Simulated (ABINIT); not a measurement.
TaF3:

```
Ta F
1.0
     3.90120    0.00000    0.00000
     0.00000    3.90120    0.00000
     0.00000    0.00000    3.90120
Ta F
1 3
Cartesian
  0.0000 0.0000 0.0000
  0.0000 0.0000 1.9506
  0.0000 1.9506 0.0000
  1.9506 0.0000 0.0000
```

Base run:

| Item | Value |
| --- | --- |
| Program | ABINIT 10.8.3 (patched build) |
| Functional | BLYP |
| Potentials or basis | JTH PAW PBE v2.0 |
| Cutoff | 762 eV |
| k mesh | 7 × 7 × 7 |
| Occupations | fermi-dirac, width 0.05 eV |
| Spin | no spin polarisation |

Its results: band gap on the k mesh none (metal or under the smearing width); pressure 28.0 GPa.

Task: After a change of settings the same cell gave: band gap on the k mesh none (metal or under the smearing width); pressure 24.2 GPa. Which change was it?
A. functional from BLYP to PW91
B. functional from BLYP to r2SCAN
C. functional from BLYP to PBEsol
D. functional from BLYP to WC

Result: A.

PW91 binds more tightly than BLYP, so the same cell stands under less pressure.

Caveats: the PAW data sets were made with another functional, which shifts forces and pressure a little; spin-orbit coupling is left out, which moves the levels of the heavy elements; the atomic spheres overlap; a pressure of tens of GPa on the cell as given is suspect, and the run, the potentials or the cell itself is likely at fault (some runs).

Runs at the PBE level aren't shown here.
